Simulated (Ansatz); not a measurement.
# CH2Ga+ (triplet): from Hartree-Fock to the top rungs, cc-pVTZ

Aim: climb from Hartree-Fock through coupled cluster for CH2Ga+ (triplet) at one geometry and basis, and see what each rung misses.

Program: Ansatz 0.2.0, Gaussian basis. Level of theory: cc-pVTZ, core rule «outside noble gas», up to 15 orbitals frozen. These are calculated values, not measurements.

Plan: UHF; CCSD(T) on ROHF; CCSD(T) on UHF; BCCD(T) on ROHF; CCSDT(Q) on ROHF; CCSDT(Q) on UHF.

12 further runs of the same task are left out: 7 for a known fault of the program, 5 set aside as unsound or not needed.

## (1) The system

The geometry is a PBE0/def2-TZVP stationary point (not a proven minimum) of the parent state, kept for this charge and spin. No spin-orbit coupling is included. The filled d shell of Ga may be among the frozen orbitals whatever the setting's name suggests; the logs give the count.

4 atoms, charge 1, spin multiplicity 3.

Atoms are counted from 1 here; the program's logs count them from 0.

Bond lengths: C1–Ga2 1.979 Å, C1–H3 1.085 Å, C1–H4 1.085 Å. Angles: Ga2–C1–H3 120.7°, Ga2–C1–H4 120.7°, H3–C1–H4 118.7°.

Coordinates:

```xyz
4
CH2Ga
C     0.0000    0.0000    1.6343
Ga    0.0000    0.0000   -0.3448
H     0.0000    0.9334    2.1876
H     0.0000   -0.9334    2.1876
```

## (2) UHF

Contents of in.yaml:

```yaml
crystal:
  periodic: [false, false, false]
  atoms:
    - {symbol: C, position_ang: [0.000000, 0.000000, 1.634303]}
    - {symbol: Ga, position_ang: [0.000000, 0.000000, -0.344779]}
    - {symbol: H, position_ang: [0.000000, 0.933392, 2.187576]}
    - {symbol: H, position_ang: [0.000000, -0.933392, 2.187576]}
basis:
  gaussian: {orbitals: cc-pVTZ}
total_charge: 1
magnetization: {spin_polarized: true, initial_magnetization: 2}
hamiltonian: {xc: hf}
output: {orbitals: {seedname: orbitals}}
```

The run is started by

```
ansatz run in.yaml --threads 1 --pin off --events-out ev --progress --plain --max-ram 4096MiB --backend cpu
```

After this run come: CCSD(T) on ROHF; CCSD(T) on UHF; BCCD(T) on ROHF; CCSDT(Q) on ROHF; CCSDT(Q) on UHF.

Before running them: what should the planned runs give, taken together? Wanted: UCCSDT(Q) below the RHF energy; RMP2 from UCCSDT(Q); UMP2 from UCCSDT(Q); RCCSD from UCCSDT(Q); RCCSD(T) from UCCSDT(Q); UCCSD(T) from UCCSDT(Q); RCCSDT(Q) from UCCSDT(Q); T1 diagnostic.

The runs gave:

| quantity | value |
| --- | --- |
| UCCSDT(Q) below the RHF energy | -5.6561 eV |
| RMP2 from UCCSDT(Q) | +80.8 kJ/mol |
| UMP2 from UCCSDT(Q) | +86.6 kJ/mol |
| RCCSD from UCCSDT(Q) | +22.9 kJ/mol |
| RCCSD(T) from UCCSDT(Q) | +4.1 kJ/mol |
| UCCSD(T) from UCCSDT(Q) | +3.0 kJ/mol |
| RCCSDT(Q) from UCCSDT(Q) | +1.3 kJ/mol |
| levels within 1 kcal/mol (43 meV) | RCCSD(T), UCCSD(T), RCCSDT, UCCSDT, RCCSDT(Q) |
| T1 diagnostic | 0.029 |

**Reading.** RCCSD(T) lands +4.1 kJ/mol from the yardstick (0.7 % of the correlation energy). These misses are within one basis, not against nature; the frozen cores of restricted and unrestricted runs differ, which can shift their rows.
